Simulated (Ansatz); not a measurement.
# C3H6Sn: basis-set convergence

One table from this session's results is given with a row withheld; the runs are named, their logs left out.

Method: one geometry, several basis sets; program: Ansatz 0.2.0, Gaussian basis.

The runs, in order: PBE0-D4/def2-SVP; ωB97M-V/def2-SVP; PBE0-D4/def2-QZVPP; ωB97M-V/def2-QZVPP; the functionals' def2-TZVPP values are taken from earlier runs.

### Structure used throughout

An earlier PBE0-D4 in a triple-zeta def2 set relaxation fixed the geometry. Sn takes the def2 core potential; no spin-orbit term is included.

SMILES `C#[C][SnH2][CH3]`, 10 atoms, charge 0, spin multiplicity 1.

Atoms are counted from 1 here; the program's logs count them from 0.

Bond lengths: C1–C2 1.207 Å, C1–H5 1.066 Å, C2–Sn3 2.088 Å, Sn3–C4 2.133 Å, Sn3–H6 1.706 Å, Sn3–H7 1.706 Å, C4–H8 1.090 Å, C4–H9 1.090 Å, C4–H10 1.090 Å. Angles: C2–C1–H5 179.8°, C1–C2–Sn3 178.9°, C2–Sn3–C4 107.7°, C2–Sn3–H6 107.5°, C2–Sn3–H7 107.5°, C4–Sn3–H6 111.8°, C4–Sn3–H7 111.8°, H6–Sn3–H7 110.3°, Sn3–C4–H8 109.5°, Sn3–C4–H9 110.2°, Sn3–C4–H10 109.5°, H8–C4–H9 109.2°, H8–C4–H10 109.1°, H9–C4–H10 109.2°.

The first run:

in.yaml reads:

```yaml
crystal:
  periodic: [false, false, false]
  atoms:
    - {symbol: C, position_ang: [2.524045, -0.118219, -1.254161]}
    - {symbol: C, position_ang: [1.421591, 0.218864, -0.896554]}
    - {symbol: Sn, position_ang: [-0.487966, 0.769463, -0.254811]}
    - {symbol: C, position_ang: [-1.171636, -0.724564, 1.104734]}
    - {symbol: H, position_ang: [3.498020, -0.412492, -1.572535]}
    - {symbol: H, position_ang: [-0.356917, 2.296127, 0.495051]}
    - {symbol: H, position_ang: [-1.483719, 0.872371, -1.636130]}
    - {symbol: H, position_ang: [-1.203520, -1.689475, 0.599403]}
    - {symbol: H, position_ang: [-2.169124, -0.475942, 1.467190]}
    - {symbol: H, position_ang: [-0.487674, -0.787434, 1.950713]}
basis:
  gaussian: {orbitals: def2-SVP}
hamiltonian: {xc: pbe0, dispersion: d4}
output: {orbitals: {seedname: orbitals}}
```

Among the steps run: PBE0-D4 in def2-SVP; ωB97M-V in def2-SVP; PBE0-D4 in def2-QZVPP; ωB97M-V in def2-QZVPP.

One of the session's tables, all rows but one given; the rest of the session is left out.

It belongs to the step «Functionals by basis». 

```
functional       basis  HOMO (eV)  LUMO (eV)
   PBE0-D4    def2-SVP      -7.81       0.33
   PBE0-D4  def2-TZVPP      -7.88       0.02
   PBE0-D4  def2-QZVPP          ?          ?
   ωB97M-V    def2-SVP     -10.01       2.15
   ωB97M-V  def2-TZVPP     -10.10       1.47
   ωB97M-V  def2-QZVPP     -10.11       1.12
```

Estimate the missing values for PBE0-D4, def2-QZVPP.

**Answer.** HOMO (eV): -7.89; LUMO (eV): -0.11. In the column «HOMO (eV)» it lies between ωB97M-V, def2-SVP (-10.01) and PBE0-D4, def2-TZVPP (-7.88).
